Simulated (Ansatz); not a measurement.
# SbP: strong compression

One table from this session's results is given with a row withheld; the runs are named, their logs left out.

Program: Ansatz 0.2.0. Level of theory: DFT PBEsol, with the methods named in each step. These are calculated values, not measurements.

**The starting structure**

The structure is cubic, space group F-43m (No. 216). Conventional cell: a = 5.842 Å, b = 5.842 Å, c = 5.842 Å, α = 90.00°, β = 90.00°, γ = 90.00°. Sb (site symmetry -43m) is surrounded by 4 P at 2.53 Å. P (site symmetry -43m) has 4 Sb at 2.53 Å in its first shell of neighbours.

As a file:

```xyz
2
Lattice="0.0000 2.9211 2.9211 2.9211 0.0000 2.9211 2.9211 2.9211 0.0000" Properties=species:S:1:pos:R:3 pbc="T T T"
Sb    0.0000    0.0000    0.0000
P     1.4606    1.4606    1.4606
```

Whether this phase is the stable one at these pressures isn't tested.

Atoms are numbered in the order of the input: Sb1, P2.

Set-up of the first run:

The input, input.yaml:

```yaml
crystal:
  lattice:
    - [0.0, 2.9211096368, 2.9211096368]
    - [2.9211096368, 0.0, 2.9211096368]
    - [2.9211096368, 2.9211096368, 0.0]
  atoms:
    - { symbol: Sb, position: [0.0, 0.0, 0.0] }
    - { symbol: P, position: [0.25, 0.25, 0.25] }
kpoints:
  mp_grid: { grid: [11, 11, 11] }
scf:
  occupations: { method: fermi_dirac, width: 0.08 }
hamiltonian:
  xc: pbesol
  pseudopotentials: { kind: paw }
output:
  forces: true
  stress: true
relax:
  f_tol: 0.005
  max_steps: 40
  cell: {}
```

Started as:

```bash
ansatz run input.yaml --threads 1 --pin off --max-ram 2048MiB --backend cpu --events-out ev --progress --plain --runs-dir out
```

Steps of the session up to this table: Cell relaxed at zero pressure, PAW; Volume scaled by 1, PAW; Volume scaled by 0.9, PAW; Volume scaled by 0.9, PAW (cutoff 300 eV); Volume scaled by 0.8, PAW; Volume scaled by 0.7, PAW; Volume scaled by 0.6, PAW; Volume scaled by 0.5, PAW; Volume scaled by 0.4, PAW; Volume scaled by 0.4, PAW (core large).

One table of the session follows, with a row left open; its other results are not shown here.

 The rows PAW, 0.4 and PAW (core large), 0.4 agree to the last digit and may rest on the same set-up.

| method | volume over the first | volume (Å³/atom) | pressure (GPa) |
| --- | --- | --- | --- |
| PAW | 1 | 29.848 | 0.00 |
| PAW | 0.9 | 26.863 | 5.94 |
| PAW | 0.8 | 23.879 | 15.63 |
| PAW | 0.7 | 20.894 | 32.23 |
| PAW | 0.6 | 17.909 | 63.51 |
| PAW | 0.5 | ? | ? |
| PAW | 0.4 | 11.939 | 281.83 |
| PAW (core large) | 0.4 | 11.939 | 281.83 |
| PAW (cutoff 300 eV) | 0.9 | 26.863 | 6.00 |

Q: Estimate the row for PAW, 0.5 from the others.

The run gave: volume (Å³/atom): 14.924; pressure (GPa): 128.54. In the column «volume (Å³/atom)» it lies between PAW (core large), 0.4 (11.939) and PAW, 0.6 (17.909).

To keep in mind: Warnings in the runs' records: cutoff below recommended, datasets by core.
